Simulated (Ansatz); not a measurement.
C4H9NSi, SMILES C=C(C)/C=N/[SiH3], a single point in a Gaussian basis

With the Ansatz DFT code, driven from Python.

The cells in order, each with its output:

In [1]:
```python
from pathlib import Path

import ansatz as az
from ase import Atoms
import numpy as np
import pandas as pd
```

In [2]:
```python
atoms = Atoms(["C", "C", "C", "C", "N", "Si", "H", "H", "H", "H", "H", "H", "H", "H", "H"], positions=[
    (-1.5443, 1.3204, -0.5035),
    (-1.1141, 0.2098, 0.1129),
    (-1.9972, -0.7061, 0.8961),
    (0.3303, -0.1632, 0.0312),
    (1.2087, 0.532, -0.6094),
    (2.8364, -0.0737, -0.5826),
    (-0.8635, 1.957, -1.0628),
    (-2.5846, 1.6242, -0.4672),
    (-1.6567, -0.7695, 1.9348),
    (-1.9833, -1.7122, 0.4643),
    (-3.0365, -0.3612, 0.9058),
    (0.5812, -1.0969, 0.5741),
    (2.8325, -1.4364, -1.1663),
    (3.715, 0.8321, -1.3583),
    (3.2759, -0.1563, 0.8308),
])
system = az.Crystal.molecule_from_ase(atoms)
```

In [3]:
```python
base = (
    system.calculation()
    .basis(gaussian="def2-SVP")
    .correlation("mp2")
    .forces()
    .orbitals()
)
result = base.run(threads=1, backend="cpu", runs_dir="c4h9nsi_runs")
report = result.report
```

In [4]:
```python
report["published_state_doubts"]
```
Out [4]:
```text
[]
```

In [5]:
```python
report["reference_energy_ev"]
```
Out [5]:
```text
-13600.708900178182
```

In [6]:
```python
{key: value for key, value in report.items() if isinstance(value, (int, float)) and "ev" in key}
```
Out [6]:
```text
{'free_energy_ev': -13622.58303977368, 'reference_energy_ev': -13600.708900178182}
```

In [7]:
```python
for key in ("converged", "free_energy_ev", "reference_energy_ev", "n_frozen", "n_occupied", "n_virtual"):
    print(f"{key:22s} {report[key]}")

parts = report["correlation"]
for name in ("random_phase", "coupled_cluster", "perturbative"):
    if name in parts:
        print(f"{name:16s} {parts[name]['energy']['hartree']:12.7f} Ha")
if "second_order" in parts:
    pair = parts["second_order"]
    print(f"MP2 same spin {pair['same_spin']['hartree']:.7f} Ha, opposite spin {pair['opposite_spin']['hartree']:.7f} Ha")
```
```text
converged              True
free_energy_ev         -13622.58303977368
reference_energy_ev    -13600.708900178182
n_frozen               10
n_occupied             [17, 17]
n_virtual              [106, 106]
MP2 same spin -0.1857188 Ha, opposite spin -0.6181410 Ha
```

In [8]:
```python
state = report["mean_field"]["state"]
print(f"mean field: {state['energy']['hartree']:.7f} Ha, <S^2> = {abs(state['spin_squared']):.4f}, stability: {state.get('stability', {}).get('kind')}")
```
```text
mean field: -499.8168332 Ha, <S^2> = 0.0000, stability: minimum
```

In [9]:
```python
symbols = [site.symbol for site in system.cartesian_sites]
forces = np.array(report["forces_ev_ang"])
print("largest force", round(float(np.linalg.norm(forces, axis=1).max()), 4), "eV/A, rms", round(float(np.sqrt((forces ** 2).mean())), 4))
```
```text
largest force 1.2156 eV/A, rms 0.2763
```

In [10]:
```python
charges = report["charge_distribution"]
table = pd.DataFrame({"atom": symbols, "mulliken": charges["mulliken_charges_e"], "lowdin": charges["lowdin_charges_e"]})
print(table.round(3).to_string())
print("dipole (e A):", np.round(charges["dipole_moment_e_ang"], 4) + 0.0)
```
```text
   atom  mulliken  lowdin
0     C    -0.009   0.063
1     C    -0.207  -0.171
2     C     0.009   0.053
3     C     0.108  -0.002
4     N    -0.371  -0.019
5    Si     0.617   0.346
6     H     0.058   0.006
7     H     0.035   0.002
8     H     0.050   0.012
9     H     0.050   0.012
10    H     0.040   0.010
11    H     0.011  -0.002
12    H    -0.131  -0.104
13    H    -0.128  -0.101
14    H    -0.131  -0.104
dipole (e A): [-0.1952 -0.2036  0.1739]
```

In [11]:
```python
lines = Path(report["orbitals_path"]).read_text().splitlines()
field_of = lambda key: [line.split("=")[1].strip() for line in lines if line.startswith(key)]
orbitals = [(27.211386 * float(e), s, float(n)) for e, s, n in zip(field_of("Ene="), field_of("Spin="), field_of("Occup="))]
homo = max(e for e, _, n in orbitals if n > 0.5)
lumo = min(e for e, _, n in orbitals if n < 0.5)
print(f"HOMO {homo:.3f} eV, LUMO {lumo:.3f} eV, gap {lumo - homo:.3f} eV")
```
```text
HOMO -9.473 eV, LUMO 2.214 eV, gap 11.687 eV
```

Notes:
- Total energies depend on the basis set; only differences at equal settings carry meaning.
- The geometry is a force-field or estimated start, not a minimum of this method, and the basis set is short of its limit.
- The Löwdin charges here are taken after orthogonalising the functions within each atom; they differ from plain Löwdin charges, and their signs can be unphysical.
- Levels such as HOMO and LUMO are orbital energies: in Hartree-Fock the gap is too wide and the LUMO hangs on the basis.
- S² is that of the Hartree-Fock reference.
- Finished in 10 s on 1 thread of Arm Neoverse V1, with other jobs on the host, peak memory 0.49 GiB.
